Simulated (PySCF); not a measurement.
# Ge4H4S6 ((HGe)4S6 adamantane): the cost of one run

Computed with PySCF 2.14.0, with density-fitted response routines of our own, on a single molecule in the gas phase. Atoms count from 0, in the outputs and in this text.

**1. The molecule as given**

14 atoms, charge 0, multiplicity 1; geometry from: GFN2-xTB. The atoms were then displaced at random by about 0.03 Å, so the start is not that level's minimum.

Bonds of the start (Å): Ge0–H1 1.54, Ge0–S2 2.27, Ge0–S8 2.19, Ge0–S12 2.38, S2–Ge3 2.37, Ge3–H4 1.52, Ge3–S5 2.15, Ge3–S13 2.32, S5–Ge6 2.24, Ge6–H7 1.52, Ge6–S8 2.26, Ge6–S9 2.27, S9–Ge10 2.26, Ge10–H11 1.52, Ge10–S12 2.26, Ge10–S13 2.25.

**2. Geometry optimisation at PBE0-D3(BJ)/def2-SVP**

What the job is given:

```
{"job": {"xc": "PBE0", "basis": "def2-SVP", "d3": "d3bj", "grid": 1, "maxiter": 40, "shake": 0.03, "kind": "geom"}, "charge": 0, "multiplicity": 1}
Ge    -1.434160    -1.603690     0.137340
H     -2.576640    -2.627750     0.206890
S     -1.081450    -1.319420    -2.086700
Ge     0.642670     0.307330    -2.058560
H      0.920440     0.496120    -3.538140
S      2.419610    -0.303970    -1.007430
Ge     1.755170    -0.605100     1.115000
H      3.001550    -1.009510     1.893260
S      0.242050    -2.260570     1.386100
S      1.011880     1.304580     2.090250
Ge    -0.800610     1.816690     0.835790
H     -1.307840     3.126990     1.405210
S     -2.514520     0.349670     0.971100
S     -0.297580     2.284800    -1.306900
```

Run with:

```
OMP_NUM_THREADS=2 python probes_run.py task.json out
```

The driver reads the jobs from task.json and runs them one after another.

**Question.** How long does this first job take on 2 threads of Intel Xeon Platinum 8488C, shared host, and how much memory does it need?

About 5.1 min, with a peak of 2.8 GiB.
